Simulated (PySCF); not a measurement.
# A diatomic session: InC+

The task here is to estimate one member of a computed series from the others.

Method: In cc-pVDZ-PP with ECP28, C cc-pVDZ, scalar-relativistic core potentials; program: PySCF 2.14.0.

Set-up of the first run:

Settings of the job:

* atoms: In, C
* charge: 1
* basis: In cc-pVDZ-PP with ECP28, C cc-pVDZ
* Hamiltonian: scalar-relativistic core potentials
* basis functions: 37
* electrons treated: 26
* masses in u: 114.9039, 12.0000
* levels: PBE0, PBE, r²SCAN, r²SCANh, MN15, B2PLYP, CAM-B3LYP, HF, MP2, SCS-MP2, CCSD, CCSD(T)
* grid: 80 radial by 434 angular points
* occupations: held fixed by the projection of orbital angular momentum
* dissociation limit: In+ + C, each in its ground configuration
* starting distance in angstrom: 2.200
* values of 2S to try: 0, 2

Launch:

```console
OMP_NUM_THREADS=1 python dia.py task.json out
```

Among the steps run: The job; First curve: PBE0; Higher solutions at PBE0; PBE (GGA); r²SCAN (meta-GGA); r²SCANh; MN15 (hybrid meta-GGA); B2PLYP (double hybrid); CAM-B3LYP (range-separated hybrid); UHF; MP2 and coupled cluster.

One of the session's tables, all rows but one given; the rest of the session is left out.

It belongs to the step «The curves together». Energy (eV) from each level's lowest point:

```
R (Å)    UHF  UHF-MP2  UHF-SCS-MP2  UHF-CCSD  UHF-CCSD(T)
2.485  0.377    0.258        0.287       n/a          n/a
2.601  0.238    0.147        0.170     0.141        0.126
2.717  0.144    0.076        0.093     0.073        0.062
2.803  0.095    0.042        0.055     0.040        0.033
2.890  0.060    0.020        0.029     0.019        0.014
2.977  0.035    0.007        0.013     0.007        0.004
3.092  0.015    0.000        0.002     0.000        0.000
3.237      ?        ?            ?         ?            ?
3.410  0.000    0.015        0.009     0.014        0.020
3.641  0.009    0.039        0.028       n/a          n/a
```

**Question.** Estimate the row for R (Å) = 3.237.

Worked estimate for «UHF». A straight line through the neighbours (3.092, 0.015) and (3.410, 0.000) gives 0.015 + (0.000 − 0.015) × (3.237 − 3.092) / (3.410 − 3.092) = 0.008; a parabola fitted to 4 rows on both sides gives 0.004.

As computed: UHF: 0.002; UHF-MP2: 0.002; UHF-SCS-MP2: 0.000; UHF-CCSD: 0.002; UHF-CCSD(T): 0.005. In «UHF» the line misses by +0.006 and the parabola by +0.002.

The other levels ran on the lowest alone.

Limits of these values: The bond is weak, and basis-set superposition, which was not computed, may be a sizeable part of it.
